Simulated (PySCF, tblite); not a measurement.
# C7H4F3−: geometry, infrared bands and NMR shifts

Aim: predict the infrared bands and NMR shifts of C7H4F3− (`[C-]#C/C(=C/C)C(F)=C(F)F`).

The runs use tblite 0.8.0 and PySCF 2.14.0, with density-fitted response routines of our own; the level of theory stands in each step. All values are computed, except where a source is named. Atoms count from 0, in the outputs and in this text.

**1. The molecule as given**

14 atoms, charge -1, multiplicity 1; geometry from: force field or distance geometry start.

Bonds of the start (Å): C0–C1 1.19, C1–C2 1.47, C2–C3 1.31, C3–C4 1.49, C2–C5 1.47, C5–F6 1.37, C5–C7 1.33, C7–F8 1.36, C7–F9 1.35, C3–H10 1.07, C4–H11 1.10, C4–H12 1.11, C4–H13 1.13.

**2. Optimising the geometry with GFN2-xTB**

What the job is given:

```
{"job": {"kind": "relax", "xc": "GFN2-xTB", "basis": "xTB"}, "charge": -1, "multiplicity": 1}
C     -0.712800     2.760000    -2.081000
C     -0.438700     1.873600    -1.332500
C     -0.085300     0.795500    -0.396000
C      1.147400     0.376900    -0.256000
C      1.544500    -0.714300     0.683000
C     -1.135000     0.153000     0.400500
F     -1.438100     0.658900     1.637000
C     -1.764500    -0.921400    -0.074100
F     -2.709800    -1.457500     0.741000
F     -1.476700    -1.429300    -1.293700
H      1.902300     0.854300    -0.849600
H      0.900800    -0.811500     1.571700
H      1.692700    -1.674000     0.148900
H      2.572500    -0.464600     1.078600
```

Run with:

```sh
$ OMP_NUM_THREADS=1 python probes_run.py task.json out
```

This one command runs all jobs of the session in turn.

**Question.** After this job, these run on its result: GFN2-xTB harmonic vibrations, gas phase; GIAO PBE0/pcSseg-1 NMR shielding, non-relativistic, gas phase. What will the session give for the following? strongest infrared band; zero-point energy (GFN2-xTB); 13C shifts against TMS (PBE0/pcSseg-1); 1H shifts against TMS (PBE0/pcSseg-1); 19F shifts against CFCl3 (PBE0/pcSseg-1).

The runs gave:

| quantity | value |
| --- | --- |
| strongest infrared band | 1132 cm⁻¹, 221 km/mol |
| zero-point energy (GFN2-xTB) | 52.0 kcal/mol |
| 13C shifts against TMS (PBE0/pcSseg-1) | 238.2, 170.2, 140.6, 124.9, 123.9, 113.4, 19.3 ppm |
| 1H shifts against TMS (PBE0/pcSseg-1) | 5.41, 1.79 ppm |
| 19F shifts against CFCl3 (PBE0/pcSseg-1) | -118.1, -128.9, -168.9 ppm |

**Reading.** Relaxing lowered the energy by 0.561 eV in 74 steps; the bond of the start that moved most is C1–C2, from 1.471 to 1.416 Å. No mode is imaginary among the 36: a minimum at this level. The strongest single mode, at 1132 cm⁻¹, moves mainly C7 and F9. GFN2-xTB is a fitted tight-binding method: band positions and strengths are rough. Its intensities can rank the bands wrongly. At PBE0/pcSseg-1: Shielding is most anisotropic at C0 (span 324 ppm, paramagnetic term -343 ppm).
